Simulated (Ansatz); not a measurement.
# CH₄B₂OSi: basis-set convergence

The task here is to estimate one member of a computed series from the others.

Computed with Ansatz 0.2.0, Gaussian basis. Level: one geometry, several basis sets.

The runs, in order: PBE0-D4/def2-SVP; ωB97M-V/def2-SVP; PBE0-D4/def2-QZVPP; ωB97M-V/def2-QZVPP; the functionals' def2-TZVPP values are taken from earlier runs.

### The geometry

All runs share one geometry, relaxed beforehand with PBE0-D4 in a triple-zeta def2 set.

9 atoms, charge 0, spin multiplicity 1.

Atoms are counted from 1 here; the program's logs count them from 0.

Bond lengths: B1–B2 1.651 Å, B1–H6 1.199 Å, B1–H7 1.198 Å, B2–Si3 1.849 Å, B2–C4 1.460 Å, Si3–H8 1.482 Å, Si3–H9 1.487 Å, C4–O5 1.140 Å. Angles: B2–B1–H6 119.7°, B2–B1–H7 122.7°, H6–B1–H7 117.5°, B1–B2–Si3 121.1°, B1–B2–C4 124.3°, Si3–B2–C4 114.6°, B2–Si3–H8 122.0°, B2–Si3–H9 127.7°, H8–Si3–H9 110.3°, B2–C4–O5 179.8°.

Set-up of the first run:

Input file in.yaml:

```yaml
crystal:
  periodic: [false, false, false]
  atoms:
    - {symbol: B, position_ang: [-0.956850, 0.955985, -0.942902]}
    - {symbol: B, position_ang: [0.235905, 0.068654, -0.224217]}
    - {symbol: Si, position_ang: [-0.082702, -0.873633, 1.334432]}
    - {symbol: C, position_ang: [1.598119, -0.047251, -0.737867]}
    - {symbol: O, position_ang: [2.661166, -0.135636, -1.141369]}
    - {symbol: H, position_ang: [-2.048765, 0.995043, -0.448557]}
    - {symbol: H, position_ang: [-0.784123, 1.575146, -1.954172]}
    - {symbol: H, position_ang: [-1.408376, -0.869000, 1.997036]}
    - {symbol: H, position_ang: [0.874126, -1.715508, 2.100516]}
basis:
  gaussian: {orbitals: def2-SVP}
hamiltonian: {xc: pbe0, dispersion: d4}
output: {orbitals: {seedname: orbitals}}
```

The run is started by

```bash
$ ansatz run in.yaml --threads 2 --pin off --events-out ev --progress --plain --max-ram 4352MiB
```

Steps of the session up to this table: PBE0-D4 in def2-SVP; ωB97M-V in def2-SVP; PBE0-D4 in def2-QZVPP; ωB97M-V in def2-QZVPP.

One of the session's tables, all rows but one given; the rest of the session is left out.

It belongs to the step «Density functionals: the series». 

| functional | basis | HOMO (eV) | LUMO (eV) |
| --- | --- | --- | --- |
| PBE0-D4 | def2-SVP | -6.73 | -2.69 |
| PBE0-D4 | def2-TZVPP | ? | ? |
| PBE0-D4 | def2-QZVPP | -6.78 | -2.78 |
| ωB97M-V | def2-SVP | -8.51 | -0.76 |
| ωB97M-V | def2-TZVPP | -8.59 | -0.90 |
| ωB97M-V | def2-QZVPP | -8.60 | -0.94 |

Estimate the missing values for PBE0-D4, def2-TZVPP.

**Answer.** HOMO (eV): -6.77; LUMO (eV): -2.76. In the column «HOMO (eV)» it lies between PBE0-D4, def2-QZVPP (-6.78) and PBE0-D4, def2-SVP (-6.73).
